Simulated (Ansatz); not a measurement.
# BaAlGe: how the settings move a single-point run

Aim: see which settings change the result for BaAlGe, by how much, and at what cost.

Program: Ansatz 0.2.0. Level of theory: reference: DFT, LDA, PAW with other files of Ansatz's library (source ansatz), scalar-relativistic. These are calculated values, not measurements.

3 further runs of the same task are left out: 3 that didn't finish.

### 1 The system as given

Symmetry: Amm2, No. 38, orthorhombic system. The conventional cell has a = 5.228 Å, b = 4.353 Å, c = 7.539 Å, α = 90.00°, β = 90.00°, γ = 90.00°. Ba (site symmetry mm2) has 4 Ge at 3.48 Å and 4 Al at 3.48 Å as nearest neighbours. Around Al (site symmetry mm2) lie 1 Ge at 1.46 Å. Ge (site symmetry mm2) is surrounded by 1 Al at 1.46 Å.

Coordinates:

```cif
data_structure
_symmetry_space_group_name_H-M 'P 1'
_symmetry_Int_Tables_number 1
_cell_length_a 4.3526
_cell_length_b 4.3526
_cell_length_c 5.2278
_cell_angle_alpha 90.000
_cell_angle_beta 90.000
_cell_angle_gamma 120.000
_cell_volume 85.77
loop_
_atom_site_label
_atom_site_type_symbol
_atom_site_fract_x
_atom_site_fract_y
_atom_site_fract_z
_atom_site_occupancy
Ba1 Ba 0.00000 0.00000 0.00000 1
Al1 Al 0.59667 0.19333 0.50000 1
Ge1 Ge 0.40333 0.80667 0.50000 1
```

### 2 The reference run

Input file input.yaml:

```yaml
crystal:
  lattice:
    - [4.3526167746, 0.0, 0.0]
    - [-2.1763083873, 3.7694766997, 0.0]
    - [0.0, 0.0, 5.2277673]
  atoms:
    - { symbol: Ba, position: [0.0, 0.0, 0.0] }
    - { symbol: Al, position: [0.5966666667, 0.1933333333, 0.5] }
    - { symbol: Ge, position: [0.4033333333, 0.8066666667, 0.5] }
kpoints:
  mp_grid: { grid: [8, 8, 6] }
scf:
  occupations: { method: fermi_dirac, width: 0.05 }
hamiltonian:
  xc: lda
  pseudopotentials: { kind: paw, source: ansatz }
output:
  forces: true
  stress: true
  eigenvalues: true
```

Started as:

```bash
$ ansatz run input.yaml --threads 1 --pin off --max-ram 3072MiB --backend cpu --events-out ev --progress --plain --runs-dir out
```

### 3 Changed: occupations.method tetrahedron, eigensolver.kind davidson, xc r2scan, width left out

input.yaml: that of step 2 with these lines changed.

```diff
@@ -12,5 +12,6 @@
 scf:
-  occupations: { method: fermi_dirac, width: 0.05 }
+  occupations: { method: tetrahedron }
+  eigensolver: { kind: davidson }
 hamiltonian:
-  xc: lda
+  xc: r2scan
   pseudopotentials: { kind: paw, source: ansatz }
```

What does the calculation give? Wanted: for each run, ending; energy change; pressure; gap; force.

**Answer**, as computed:

```
                                                                                    run     ending   energy change  pressure (GPa)  gap (eV)  force (eV/Å)  cycles     time
                                                                              reference  converged               -            39.9      0.00         48.45       9     53 s
1: occupations.method tetrahedron, eigensolver.kind davidson, xc r2scan, width left out  converged  not comparable            43.2      0.00         49.49      10  3.5 min
```

Residual by cycle in the longest SCF loop of each run; runs are numbered as in the table. The quantity is the density residual dr2, in eV.

```
cycle  reference    run 1
    1       2.69     2.26
    2      0.794    0.862
    3     0.0454   0.0211
    4    0.00989  0.00649
    5    0.00112   6.8e-4
    6     1.0e-4   7.5e-5
    7     1.0e-5   1.2e-5
    8     1.3e-6   1.9e-6
    9     5.7e-8   2.6e-7
   10          -   2.6e-8
```

**Reading.** Total energies don't compare across a change of functional; the pressure goes from 39.9 to 43.2 GPa and the largest force goes from 48.45 to 49.49 eV/Å. The smearing changed too. Cost: 10 SCF cycles against 9, 3.5 min against 53 s. The structure is not at rest: the sound run finds 40 GPa, so these are no properties of the relaxed crystal. 
